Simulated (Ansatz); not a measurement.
# CH6N2OSi: how energies converge with the basis set

The task here is to estimate one member of a computed series from the others.

Program: Ansatz 0.2.0, Gaussian basis. Level of theory: one geometry, several basis sets. These are calculated values, not measurements.

Levels to be run: PBE0-D4/def2-SVP; ωB97M-V/def2-SVP; PBE0-D4/def2-QZVPP; ωB97M-V/def2-QZVPP; the functionals' def2-TZVPP values are taken from earlier runs.

**The relaxed structure**

The geometry comes from an earlier relaxation with PBE0-D4 in a triple-zeta def2 set; it is a stationary point, not always the lowest conformer.

SMILES `N=C(N)O[SiH3]`, 11 atoms, charge 0, spin multiplicity 1.

Atoms are counted from 1 here; the program's logs count them from 0.

Bond lengths: N1–C2 1.268 Å, N1–H6 1.014 Å, C2–N3 1.362 Å, C2–O4 1.358 Å, N3–H7 1.004 Å, N3–H8 1.004 Å, O4–Si5 1.664 Å, Si5–H9 1.484 Å, Si5–H10 1.484 Å, Si5–H11 1.478 Å. Angles: C2–N1–H6 113.6°, N1–C2–N3 122.0°, N1–C2–O4 127.9°, N3–C2–O4 110.1°, C2–N3–H7 117.1°, C2–N3–H8 115.3°, H7–N3–H8 117.3°, C2–O4–Si5 123.9°, O4–Si5–H9 110.5°, O4–Si5–H10 110.5°, O4–Si5–H11 104.5°, H9–Si5–H10 109.3°, H9–Si5–H11 110.9°, H10–Si5–H11 111.0°.

The first run:

in.yaml reads:

```yaml
crystal:
  periodic: [false, false, false]
  atoms:
    - {symbol: N, position_ang: [1.212096, 0.341046, 1.071065]}
    - {symbol: C, position_ang: [0.489654, -0.544211, 0.521329]}
    - {symbol: N, position_ang: [0.630890, -1.869110, 0.806098]}
    - {symbol: O, position_ang: [-0.474500, -0.368610, -0.418814]}
    - {symbol: Si, position_ang: [-0.867953, 1.106936, -1.079175]}
    - {symbol: H, position_ang: [1.040363, 1.277499, 0.723303]}
    - {symbol: H, position_ang: [-0.148722, -2.467305, 0.600536]}
    - {symbol: H, position_ang: [1.167446, -2.077107, 1.629322]}
    - {symbol: H, position_ang: [-1.336432, 2.041087, -0.024968]}
    - {symbol: H, position_ang: [0.305354, 1.695820, -1.770975]}
    - {symbol: H, position_ang: [-1.952898, 0.806953, -2.036920]}
basis:
  gaussian: {orbitals: def2-SVP}
hamiltonian: {xc: pbe0, dispersion: d4}
output: {orbitals: {seedname: orbitals}}
```

Launch:

```console
> ansatz run in.yaml --threads 4 --pin off --events-out ev --progress --plain --max-ram 10444MiB
```

Among the steps run: PBE0-D4 in def2-SVP; ωB97M-V in def2-SVP; PBE0-D4 in def2-QZVPP; ωB97M-V in def2-QZVPP.

One table of the session follows, with a row left open; its other results are not shown here.

It belongs to the step «Density functionals: the series». 

| functional | basis | HOMO (eV) | LUMO (eV) |
| --- | --- | --- | --- |
| PBE0-D4 | def2-SVP | -6.83 | 0.54 |
| PBE0-D4 | def2-TZVPP | -7.11 | 0.02 |
| PBE0-D4 | def2-QZVPP | ? | ? |
| ωB97M-V | def2-SVP | -9.13 | 2.45 |
| ωB97M-V | def2-TZVPP | -9.43 | 1.65 |
| ωB97M-V | def2-QZVPP | -9.48 | 1.21 |

Q: Estimate the row for PBE0-D4, def2-QZVPP from the others.

The run gave: HOMO (eV): -7.17; LUMO (eV): -0.16. In the column «HOMO (eV)» it lies between ωB97M-V, def2-SVP (-9.13) and PBE0-D4, def2-TZVPP (-7.11).
